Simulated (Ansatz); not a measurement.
# CCl₃F₃Sn: a ladder of functionals and wavefunction methods

An exercise on one series of results from a longer session: the logs are not shown, and one member is left open.

Method: functionals in def2-TZVPP, the program's frozen cores in correlated methods; program: Ansatz 0.2.0, Gaussian basis.

The runs, in order: LDA (SPW92), PBE-D4, revPBE-D4, BLYP-D4, r2SCAN-D4, B97M-V, PBE0-D4, B3LYP-D4, r2SCANh-D4, r2SCAN0-D4, HSE06-D4, BHLYP-D4, CAM-B3LYP-D4, LC-ωPBE, ωB97X-V, ωB97M-V, B2PLYP, PBE-QIDH; CCSD(T)/def2-SVP; CCSD(T)/def2-TZVPP; MP2/def2-QZVPP; extrapolation to the limit; RPA on PBE.

**Structure used throughout**

An earlier PBE0-D4 in a triple-zeta def2 set relaxation fixed the geometry. Sn takes the def2 core potential; no spin-orbit term is included.

SMILES `F[C](F)(F)[Sn]([Cl])([Cl])[Cl]`, 8 atoms, charge 0, spin multiplicity 1.

Atoms are counted from 1 here; the program's logs count them from 0.

Bond lengths: F1–C2 1.332 Å, C2–F3 1.332 Å, C2–F4 1.333 Å, C2–Sn5 2.209 Å, Sn5–Cl6 2.294 Å, Sn5–Cl7 2.294 Å, Sn5–Cl8 2.294 Å. Angles: F1–C2–F3 108.2°, F1–C2–F4 108.2°, F1–C2–Sn5 110.8°, F3–C2–F4 108.2°, F3–C2–Sn5 110.7°, F4–C2–Sn5 110.6°, C2–Sn5–Cl6 109.8°, C2–Sn5–Cl7 109.7°, C2–Sn5–Cl8 109.7°, Cl6–Sn5–Cl7 109.2°, Cl6–Sn5–Cl8 109.2°, Cl7–Sn5–Cl8 109.2°.

Set-up of the first run:

The input, in.yaml:

```yaml
crystal:
  periodic: [false, false, false]
  atoms:
    - {symbol: F, position_ang: [-1.221912, -1.655134, 0.409954]}
    - {symbol: C, position_ang: [-0.676255, -0.524279, 0.855565]}
    - {symbol: F, position_ang: [-1.659556, 0.293943, 1.228270]}
    - {symbol: F, position_ang: [0.056641, -0.811216, 1.930824]}
    - {symbol: Sn, position_ang: [0.569934, 0.413028, -0.709023]}
    - {symbol: Cl, position_ang: [-0.727230, 0.934701, -2.527801]}
    - {symbol: Cl, position_ang: [1.525657, 2.330737, 0.110759]}
    - {symbol: Cl, position_ang: [2.224819, -1.038779, -1.354449]}
basis:
  gaussian: {orbitals: def2-TZVPP}
hamiltonian: {xc: lda}
output: {orbitals: {seedname: orbitals}}
```

Command:

```
$ ansatz run in.yaml --threads 2 --pin off --events-out ev --progress --plain --max-ram 31744MiB --backend cuda --devices 0, --max-vram 18GiB
```

Steps of the session up to this table: LDA; PBE-D4 (GGA); revPBE-D4 (GGA); BLYP-D4 (GGA); r2SCAN-D4 (meta-GGA); B97M-V (meta-GGA); B3LYP-D4 (hybrid); r2SCANh-D4 (hybrid); r2SCAN0-D4 (hybrid); HSE06-D4 (hybrid); BHLYP-D4 (hybrid); CAM-B3LYP-D4 (range-separated); LC-ωPBE (range-separated); ωB97X-V (range-separated); ωB97M-V (range-separated); B2PLYP (double hybrid); PBE-QIDH (double hybrid).

One of the session's tables, all rows but one given; the rest of the session is left out.

It belongs to the step «Frontier levels by functional». 

| functional | HOMO (eV) | LUMO (eV) | gap (eV) |
| --- | --- | --- | --- |
| LDA (SPW92) | -8.21 | -3.95 | 4.26 |
| PBE-D4 | -8.02 | -3.63 | 4.39 |
| revPBE-D4 | -7.94 | -3.51 | 4.43 |
| BLYP-D4 | -7.89 | -3.58 | 4.31 |
| r2SCAN-D4 | -8.38 | -3.48 | 4.90 |
| B97M-V | -8.45 | -3.37 | 5.08 |
| PBE0-D4 | -9.42 | -2.77 | 6.65 |
| B3LYP-D4 | -9.19 | -3.09 | 6.10 |
| r2SCANh-D4 | -8.89 | -3.17 | 5.72 |
| r2SCAN0-D4 | -9.66 | -2.69 | 6.98 |
| HSE06-D4 | -9.02 | -3.14 | 5.88 |
| BHLYP-D4 | -10.75 | -1.84 | 8.91 |
| CAM-B3LYP-D4 | -10.78 | -1.80 | 8.99 |
| LC-ωPBE | -12.07 | -0.54 | 11.53 |
| ωB97X-V | -11.73 | -0.63 | 11.09 |
| ωB97M-V | ? | ? | ? |

Estimate the missing values for ωB97M-V.

As computed: HOMO (eV): -11.57; LUMO (eV): -0.72; gap (eV): 10.85. In the column «HOMO (eV)» it lies between ωB97X-V (-11.73) and CAM-B3LYP-D4 (-10.78).
